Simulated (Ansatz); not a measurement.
Predict the output of the script below (Ansatz 0.2.0, Python API).

The script reads `ch7fgesi.xyz`:
```text
11

C     0.19650    1.49150    0.70910
Si    0.39870   -0.31520    0.69870
F     2.02040   -0.65200    0.72310
Ge   -0.45380   -1.20270   -1.22010
H    -0.93630    1.75210    0.65320
H     0.59310    1.98770    1.61390
H     0.66430    1.97760   -0.19230
H    -0.20930   -0.87860    1.87550
H    -2.04030   -0.87720   -1.20670
H     0.16070   -0.59130   -2.43630
H    -0.32870   -2.74890   -1.19760
```

The script, `spin_ch7fgesi.py`:
```python
"""Vertical spin-state energies of CH7FGeSi."""

import warnings

import ansatz as az

warnings.simplefilter("ignore", az.DeckWarning)

ch7fgesi = az.Crystal.molecule_from_extxyz("ch7fgesi.xyz")

job = (
    ch7fgesi.calculation()
    .basis(gaussian="6-31G*")
    .functional("pbe0")
)
found = {}
for unpaired in [0, 2]:
    r = job.spin("collinear", total=unpaired).run().report
    s = unpaired / 2
    found[unpaired] = r["free_energy_ev"]
    print(f"2S+1 = {unpaired + 1}: E = {found[unpaired]:.5f} eV, <S^2> = {abs(r['mean_field']['state']['spin_squared']):.3f} (pure state {s * (s + 1):.2f})")
lowest = min(found, key=found.get)
for unpaired, e in found.items():
    print(f"multiplicity {unpaired + 1}: {(e - found[lowest]):.3f} eV above the lowest")
```

```console
$ python spin_ch7fgesi.py
2S+1 = 1: E = -68242.70710 eV, <S^2> = 0.000 (pure state 0.00)
2S+1 = 3: E = -68236.58331 eV, <S^2> = 2.005 (pure state 2.00)
multiplicity 1: 0.000 eV above the lowest
multiplicity 3: 6.124 eV above the lowest
```

In order: multiplicity 1 (+0.00 eV) and multiplicity 3 (+6.12 eV), all at the one geometry.

Total energies depend on the basis set; only differences at equal settings carry meaning. The geometry is a force-field or estimated start, not a minimum of this method, and the basis set is short of its limit. All parts are taken at fixed geometry, without zero-point energy. It ran for 21 s on 1 thread of Arm Neoverse V1, with other jobs on the host, peak memory 0.36 GiB.

(Lines on the test bed's own set-up are left out of the output.)
